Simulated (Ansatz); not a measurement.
# NaC12: the cost of one run

Computed with Ansatz 0.2.0 (DFT PBE+D3(BJ), scalar-relativistic, plane waves, PAW, unless a step's input says otherwise).

## (1) The starting structure

Symmetry: P-62m, No. 189, hexagonal system. Conventional cell: a = 4.254 Å, b = 4.254 Å, c = 7.010 Å, α = 90.00°, β = 90.00°, γ = 120.00°. Na (site symmetry -62m) is surrounded by 12 C at 2.19 to 2.23 Å. Around C (site symmetry m) lie 3 C at 1.42 Å and 1 Na at 2.23 Å. C (site symmetry m) has 3 C at 1.42 Å and 1 Na at 2.19 Å in its first shell of neighbours.

Coordinates:

```
Na C
1.0
     4.25401    0.00000    0.00000
    -2.12700    3.68408    0.00000
     0.00000    0.00000    7.00974
Na C
1 12
Direct
  0.00000 0.00000 0.00000
  0.33333 0.00000 0.75465
  0.00000 0.33333 0.75465
  0.66667 0.66667 0.75465
  0.66667 0.00000 0.76229
  0.33333 0.33333 0.76229
  0.00000 0.66667 0.76229
  0.66667 0.00000 0.23771
  0.33333 0.33333 0.23771
  0.00000 0.66667 0.23771
  0.33333 0.00000 0.24535
  0.00000 0.33333 0.24535
  0.66667 0.66667 0.24535
```

The cell is invented: Na between sheets of the C type, stage 2 (P-62m, No. 189). Its size is a rough estimate.

## (2) The guess as it stands, on a coarse mesh

input.yaml reads:

```yaml
crystal:
  lattice:
    - [4.254008, 0.0, 0.0]
    - [-2.127004, 3.684079, 0.0]
    - [0.0, 0.0, 7.00973882]
  atoms:
    - { symbol: Na, position: [0.0, 0.0, 0.0] }
    - { symbol: C, position: [0.33333333, 0.0, 0.75464572] }
    - { symbol: C, position: [0.0, 0.33333333, 0.75464572] }
    - { symbol: C, position: [0.66666667, 0.66666667, 0.75464572] }
    - { symbol: C, position: [0.66666667, 0.0, 0.76228543] }
    - { symbol: C, position: [0.33333333, 0.33333333, 0.76228543] }
    - { symbol: C, position: [0.0, 0.66666667, 0.76228543] }
    - { symbol: C, position: [0.66666667, 0.0, 0.23771457] }
    - { symbol: C, position: [0.33333333, 0.33333333, 0.23771457] }
    - { symbol: C, position: [0.0, 0.66666667, 0.23771457] }
    - { symbol: C, position: [0.33333333, 0.0, 0.24535428] }
    - { symbol: C, position: [0.0, 0.33333333, 0.24535428] }
    - { symbol: C, position: [0.66666667, 0.66666667, 0.24535428] }
basis:
  ecutwfc: 420
kpoints:
  mp_grid: { grid: [6, 6, 4] }
hamiltonian:
  xc: pbe
  dispersion: d3bj
scf:
  occupations: { method: gaussian, width: 0.1 }
  lower_state_search: "off"
output:
  forces: true
  stress: true
  eigenvalues: true
```

Started as:

```sh
ansatz run input.yaml --threads 1 --pin off --max-ram 2560MiB --backend cpu --events-out ev --progress --plain --runs-dir out
```

What time and memory should one allow on 1 thread of Arm Neoverse N1, shared host?

About 13 s, with a peak of 0.33 GiB.
